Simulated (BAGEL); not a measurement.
# CH3BFNO (SMILES NC1(F)BO1) at HF/3-21G (density fitting with qzvpp-jkfit)

What is the energy change on altering one bond length of CH3BFNO at HF/3-21G (density fitting with qzvpp-jkfit)? 

The calculation is run with BAGEL 1.2.2.

4 further runs of the same task are left out: 4 set aside as unsound or not needed.

## (1) The molecule

CH3BFNO has 8 atoms, charge 0, and is taken as a singlet. SMILES: `NC1(F)BO1`. The coordinates come from a PBE0-D4/def2-TZVP relaxation. This is one conformer, not always the lowest.

Bond lengths: N1–C2 1.387 Å, C2–F3 1.372 Å, C2–B4 1.510 Å, C2–O5 1.462 Å, B4–O5 1.335 Å, N1–H6 1.009 Å, N1–H7 1.013 Å, B4–H8 1.182 Å. Some angles: N1–C2–F3 113.8°, N1–C2–B4 127.1°, N1–C2–O5 115.3°, F3–C2–B4 118.6°, F3–C2–O5 108.3°, B4–C2–O5 53.3°, C2–B4–O5 61.5°, C2–O5–B4 65.2°, C2–N1–H6 112.2°, C2–N1–H7 112.6°.

## (2) The energy at HF/3-21G (density fitting with qzvpp-jkfit)

File input.json:

```json
{ "bagel": [

{
  "title": "molecule",
  "basis": "3-21g",
  "df_basis": "qzvpp-jkfit",
  "angstrom": true,
  "geometry": [
    { "atom": "N", "xyz": [   -0.431000,    1.148400,    0.184600 ] },
    { "atom": "C", "xyz": [    0.054100,   -0.061200,   -0.289600 ] },
    { "atom": "F", "xyz": [    0.122100,   -0.132700,   -1.658300 ] },
    { "atom": "B", "xyz": [    0.337600,   -1.307200,    0.515100 ] },
    { "atom": "O", "xyz": [    1.346900,   -0.473000,    0.255300 ] },
    { "atom": "H", "xyz": [   -1.439500,    1.170100,    0.211400 ] },
    { "atom": "H", "xyz": [   -0.075300,    1.941600,   -0.336200 ] },
    { "atom": "H", "xyz": [    0.177200,   -2.343100,    1.061900 ] }
  ]
},
{
  "title": "hf"
},
{
  "title": "print",
  "file": "orbitals.molden",
  "orbitals": true
}

]}
```

On the command line:

```sh
$ BAGEL_NUM_THREADS=1 BAGEL input.json > input.out
```

Log:

```text
* using 1 threads per process

  ===============================================================
  ===============================================================

  *** Geometry ***

  { "atom" : "N", "xyz" : [     -0.814472,      2.170161,      0.348843 ] },
  { "atom" : "C", "xyz" : [      0.102234,     -0.115651,     -0.547265 ] },
  { "atom" : "F", "xyz" : [      0.230736,     -0.250767,     -3.133733 ] },
  { "atom" : "B", "xyz" : [      0.637972,     -2.470250,      0.973398 ] },
  { "atom" : "O", "xyz" : [      2.545272,     -0.893840,      0.482447 ] },
  { "atom" : "H", "xyz" : [     -2.720261,      2.211169,      0.399488 ] },
  { "atom" : "H", "xyz" : [     -0.142296,      3.669092,     -0.635326 ] },
  { "atom" : "H", "xyz" : [      0.334859,     -4.427817,      2.006700 ] },

  Number of auxiliary basis functions:      435

  Since a DF basis is specified, we compute 2- and 3-index integrals:
    o Being stored without compression. Storage requirement is 0.009 GB

  Number of basis functions:       51
  Number of electrons      :       38

    * METHOD: MOLECULE                             0.14

  *** RHF ***

  === Nuclear Repulsion ===
   167.4112862257

      * DIIS with orbital gradients will be used.

  === RHF iteration (3-21g) ===
      0       -291.21305754          0.03084424           0.03
      1       -291.34249406          0.02035731           0.03
      2       -291.40426865          0.00246918           0.03
      3       -291.40597158          0.00126255           0.03
      4       -291.40631828          0.00018769           0.03
      5       -291.40634102          0.00007298           0.03
      6       -291.40634301          0.00003514           0.03
      7       -291.40634363          0.00000950           0.03
      8       -291.40634368          0.00000434           0.03
      9       -291.40634369          0.00000210           0.03
     10       -291.40634369          0.00000081           0.03
     11       -291.40634369          0.00000026           0.03
     12       -291.40634369          0.00000011           0.03
     13       -291.40634369          0.00000004           0.03
     14       -291.40634369          0.00000002           0.03
     15       -291.40634369          0.00000001           0.03
    * SCF iteration converged.

    * Permanent dipole moment:
           (    1.035340,    -0.052518,    -0.193464) a.u.

    * METHOD: HF                                   0.53

    * METHOD: PRINT                                0.01

  ===============================================================
```

Run time: 0.8 s. Hardware: 1 thread of Arm Neoverse V1, shared host.

## (3) The distorted shape, same level

File input.json:

```json
{ "bagel" : [

{
  "title" : "molecule",
  "basis" : "3-21g",
  "df_basis" : "qzvpp-jkfit",
  "angstrom" : "true",
  "geometry" : [
    { "atom" : "N", "xyz" : [      -0.503778,       1.329872,       0.255742 ] },
    { "atom" : "C", "xyz" : [       0.054100,      -0.061200,      -0.289600 ] },
    { "atom" : "F", "xyz" : [       0.122100,      -0.132700,      -1.658300 ] },
    { "atom" : "B", "xyz" : [       0.337600,      -1.307200,       0.515100 ] },
    { "atom" : "O", "xyz" : [       1.346900,      -0.473000,       0.255300 ] },
    { "atom" : "H", "xyz" : [      -1.512278,       1.351572,       0.282542 ] },
    { "atom" : "H", "xyz" : [      -0.148078,       2.123072,      -0.265058 ] },
    { "atom" : "H", "xyz" : [       0.177200,      -2.343100,       1.061900 ] }
  ]
},

{
  "title" : "hf"
},

{
  "title" : "print",
  "file" : "orbitals.molden",
  "orbitals" : "true"
}

]}
```

On the command line:

```sh
$ BAGEL_NUM_THREADS=1 BAGEL input.json > input.out
```

Log:

```text
* using 1 threads per process

  ===============================================================
  ===============================================================

  *** Geometry ***

  { "atom" : "N", "xyz" : [     -0.952002,      2.513094,      0.483282 ] },
  { "atom" : "C", "xyz" : [      0.102234,     -0.115651,     -0.547265 ] },
  { "atom" : "F", "xyz" : [      0.230736,     -0.250767,     -3.133733 ] },
  { "atom" : "B", "xyz" : [      0.637972,     -2.470250,      0.973398 ] },
  { "atom" : "O", "xyz" : [      2.545272,     -0.893840,      0.482447 ] },
  { "atom" : "H", "xyz" : [     -2.857791,      2.554101,      0.533927 ] },
  { "atom" : "H", "xyz" : [     -0.279827,      4.012025,     -0.500887 ] },
  { "atom" : "H", "xyz" : [      0.334859,     -4.427817,      2.006700 ] },

  Number of auxiliary basis functions:      435

  Since a DF basis is specified, we compute 2- and 3-index integrals:
    o Being stored without compression. Storage requirement is 0.009 GB

  Number of basis functions:       51
  Number of electrons      :       38

    * METHOD: MOLECULE                             0.14

  *** RHF ***

  === Nuclear Repulsion ===
   162.1721748282

      * DIIS with orbital gradients will be used.

  === RHF iteration (3-21g) ===
      0       -291.17957450          0.03207209           0.03
      1       -291.31220352          0.02175372           0.03
      2       -291.38339196          0.00249580           0.03
      3       -291.38537725          0.00133265           0.03
      4       -291.38579914          0.00022725           0.03
      5       -291.38583395          0.00007829           0.03
      6       -291.38583689          0.00003493           0.03
      7       -291.38583761          0.00001131           0.03
      8       -291.38583769          0.00000526           0.03
      9       -291.38583770          0.00000216           0.03
     10       -291.38583770          0.00000103           0.03
     11       -291.38583770          0.00000030           0.03
     12       -291.38583770          0.00000011           0.03
     13       -291.38583770          0.00000005           0.03
     14       -291.38583770          0.00000002           0.03
     15       -291.38583770          0.00000001           0.03
    * SCF iteration converged.

    * Permanent dipole moment:
           (    0.962837,     0.080965,    -0.156622) a.u.

    * METHOD: HF                                   0.54

    * METHOD: PRINT                                0.01

  ===============================================================
```

Run time: 0.8 s. Hardware: 1 thread of Arm Neoverse V1, shared host.

## (4) Results

Level: HF/3-21G (density fitting with qzvpp-jkfit).

```
                                                         quantity          value
                                        first shape: total energy  -291.40634 Eh
                                       first shape: dipole moment         2.68 D
                                         first shape: HOMO energy      -11.51 eV
                                         first shape: LUMO energy        3.45 eV
                                       first shape: HOMO–LUMO gap       14.96 eV
                                    distorted shape: total energy  -291.38584 Eh
                                   distorted shape: dipole moment         2.49 D
                                     distorted shape: HOMO energy      -11.51 eV
                                     distorted shape: LUMO energy        3.26 eV
                                   distorted shape: HOMO–LUMO gap       14.77 eV
energy change with the N1–C2 bond stretched from 1.387 to 1.595 Å       0.558 eV
```

What this shows: With the N1–C2 bond stretched from 1.387 to 1.595 Å the energy rises by 0.56 eV (53.8 kJ/mol). The first shape isn't relaxed at this level, so the change isn't measured from a minimum.
